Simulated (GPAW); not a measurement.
The system is SnSe.

```
Sn Se
1.0
     0.00000    3.39084    3.39084
     3.39084    0.00000    3.39084
     3.39084    3.39084    0.00000
Sn Se
1 1
Cartesian
  0.0000 0.0000 0.0000
  5.0863 5.0863 5.0863
```

The cell was built by a generator and needn't be a form met in nature.

- Program: GPAW 26.7.0
- Task: relaxation of cell and atoms
- Functional: PBEsol
- Dispersion: D4
- Potentials or basis: PAW data sets generated in the run's folder for this functional
- Cutoff: 600 eV
- Basis: pw
- k mesh: 7 × 7 × 7
- Occupations: fermi-dirac, width 0.05 eV
- Spin: no spin polarisation

At the start: pressure -2.4 GPa; volume 38.99 Å³/atom.

**Question.** Where does the relaxation end?

**Answer.** Over 4 steps the energy falls by 23.5 meV/atom and the volume is 36.05 Å³/atom (-7.5 %); space group F-43m (No. 216, to 0.05 Å).

Step by step:
```tsv
step	energy change (eV)	largest force (eV/Å)	pressure (GPa)	volume (Å³)
1	0.0000	0.0000	-2.42	77.97
2	-0.0135	0.0000	-2.10	77.00
3	-0.0462	0.0000	0.33	71.40
4	-0.0469	0.0000	-0.04	72.09
```

Final structure:
```cif
data_structure
_symmetry_space_group_name_H-M 'P 1'
_symmetry_Int_Tables_number 1
_cell_length_a 4.6717
_cell_length_b 4.6717
_cell_length_c 4.6717
_cell_angle_alpha 60.000
_cell_angle_beta 60.000
_cell_angle_gamma 60.000
_cell_volume 72.09
loop_
_atom_site_label
_atom_site_type_symbol
_atom_site_fract_x
_atom_site_fract_y
_atom_site_fract_z
_atom_site_occupancy
Sn1 Sn 0.00000 0.00000 0.00000 1
Se1 Se 0.75000 0.75000 0.75000 1
```

Caveat: later steps reuse the first step's grids; pairwise dispersion overbinds metals, which lowers pressure and volume.
